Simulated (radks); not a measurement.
# As²⁺ in [Ar] 3d10 4s2 4p1: an all-electron calculation

An exercise on one series of results from a longer session: the logs are not shown, and one member is left open.

Program: radks (a radial shooting solver on a logarithmic mesh, Libxc functionals) version 1. Level of theory: scalar-relativistic Kohn-Sham, PBE, spin-unpolarised, spherical densities, point nucleus. These are calculated values, not measurements, unless marked.

## The atom as given

* element: arsenic (Z = 33)
* charge: +2
* electrons: 31
* configuration: [Ar] 3d10 4s2 4p1

Outer shells as boxes (Hund's rule):

As²⁺
```
[Ar] core
3d [↑↓][↑↓][↑↓][↑↓][↑↓]
4s [↑↓]
4p [↑ ][  ][  ]
```

The first run:

The run's settings:

```text
Z 33
configuration [Ar] 3d10 4s2 4p1
relativity scalar-relativistic
functional pbe,pbe
spin unpolarised
nucleus point
c 137.035999084
```

Started as:

```bash
$ python run_ks.py task.json out
```

All runs below come from this command, one after another.

One of the session's tables, all rows but one given; the rest of the session is left out.

It belongs to the step «Orbitals and density». Sizes of the orbitals, from the radial functions (bohr):

```
level      <r>  outermost maximum (interpolated)  90 % within  nodes
   1s  0.04550                            0.0297       0.0813      0
   2s   0.2027                             0.170        0.314      1
   2p   0.1772                             0.136        0.289      0
   3s   0.5982                             0.522        0.893      2
   3p   0.6169                             0.521        0.946      1
   3d   0.6752                             0.477         1.13      0
   4s        ?                                 ?            ?      ?
   4p    2.146                              1.82         3.21      2
```

**Question.** Estimate the row for 4s.

The run gave: <r>: 1.808; outermost maximum (interpolated): 1.57; 90 % within: 2.67; nodes: 3. In the column «<r>» it lies between 3d (0.6752) and 4p (2.146).

Caveats from the session: Spin polarisation and multiplet splitting are left out.
